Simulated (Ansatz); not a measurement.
# Ta3Si5C5N3: the cost of one run

All numbers below are computed with Ansatz 0.2.0 (DFT PBE, scalar-relativistic, plane waves, PAW).

## 1. Starting point

The cell holds 16 atoms (C5N3Si5Ta3): a = 5.531 Å, b = 5.986 Å, c = 5.876 Å, α = 90.14°, β = 87.21°, γ = 96.12°.

It is the last frame of an earlier stage of the same melt, run at 300 K.

Structure file:

```cif
data_structure
_symmetry_space_group_name_H-M 'P 1'
_symmetry_Int_Tables_number 1
_cell_length_a 5.5312
_cell_length_b 5.9860
_cell_length_c 5.8756
_cell_angle_alpha 90.136
_cell_angle_beta 87.210
_cell_angle_gamma 96.119
_cell_volume 193.20
loop_
_atom_site_label
_atom_site_type_symbol
_atom_site_fract_x
_atom_site_fract_y
_atom_site_fract_z
_atom_site_occupancy
Si1 Si 0.54279 0.55237 0.08784 1
Si2 Si 0.75645 0.35647 0.38970 1
Si3 Si 0.13703 0.47522 0.10242 1
Si4 Si 0.73757 0.35304 0.79267 1
Si5 Si 0.24474 0.98547 0.91524 1
C1 C 0.40210 0.90237 0.60657 1
C2 C 0.00489 0.17746 0.05275 1
C3 C 0.01901 0.55365 0.81873 1
C4 C 0.04195 0.55482 0.38005 1
C5 C 0.30194 0.12062 0.56581 1
Ta1 Ta 0.34411 0.50229 0.60597 1
Ta2 Ta 0.96949 0.87995 0.50227 1
Ta3 Ta 0.70036 0.94574 0.96412 1
N1 N 0.59747 0.77560 0.55446 1
N2 N 0.99193 0.78617 0.85466 1
N3 N 0.85611 0.09551 0.25295 1
```

## 2. Relaxation without symmetry, coarse mesh

Cell and atoms move without symmetry, on a coarse mesh with loose thresholds.

The input, input.yaml:

```yaml
crystal:
  lattice:
    - [5.520887, -0.3069, 0.138732]
    - [-0.3069, 5.97814, -0.003456]
    - [0.138732, -0.003456, 5.873965]
  atoms:
    - { symbol: Si, position: [0.5427932174, 0.5523666422, 0.0878436756] }
    - { symbol: Si, position: [0.7564527805, 0.3564732026, 0.3897001382] }
    - { symbol: Si, position: [0.1370285461, 0.4752171876, 0.1024183617] }
    - { symbol: Si, position: [0.737571054, 0.3530384728, 0.7926708946] }
    - { symbol: Si, position: [0.2447429456, 0.9854746652, 0.9152382698] }
    - { symbol: C, position: [0.4020979455, 0.9023701147, 0.6065725219] }
    - { symbol: C, position: [0.0048912182, 0.1774599046, 0.0527453415] }
    - { symbol: C, position: [0.0190142203, 0.5536527736, 0.818731439] }
    - { symbol: C, position: [0.0419538667, 0.5548240851, 0.3800503642] }
    - { symbol: C, position: [0.3019361982, 0.1206229423, 0.5658120523] }
    - { symbol: Ta, position: [0.3441110039, 0.5022886223, 0.6059704556] }
    - { symbol: Ta, position: [0.9694898843, 0.8799482407, 0.5022726894] }
    - { symbol: Ta, position: [0.7003562936, 0.945735987, 0.9641216254] }
    - { symbol: "N", position: [0.5974710771, 0.7756045909, 0.5544596927] }
    - { symbol: "N", position: [0.9919293704, 0.7861734154, 0.8546600831] }
    - { symbol: "N", position: [0.8561080198, 0.0955107689, 0.2529463326] }
  symmetry: { detect: false }
basis:
  ecutwfc: 420
kpoints:
  mp_grid: { grid: [3, 2, 2], shift: [0.0, 0.5, 0.5] }
hamiltonian:
  xc: pbe
scf:
  occupations: { method: gaussian, width: 0.1 }
  lower_state_search: "off"
output:
  forces: true
  stress: true
  eigenvalues: true
relax:
  adjacent_minimum: "off"
  f_tol: 0.04
  max_steps: 70
  cell: { stress_tol: 0.3 }
```

Launch:

```
> ansatz run input.yaml --threads 2 --pin off --max-ram 5120MiB --backend cpu --events-out ev --progress --plain --runs-dir out
```

**Question.** How long does this run take on 2 threads of Arm Neoverse V2, shared host, and how much memory does it need?

About 2 min, with a peak of 0.5 GiB.
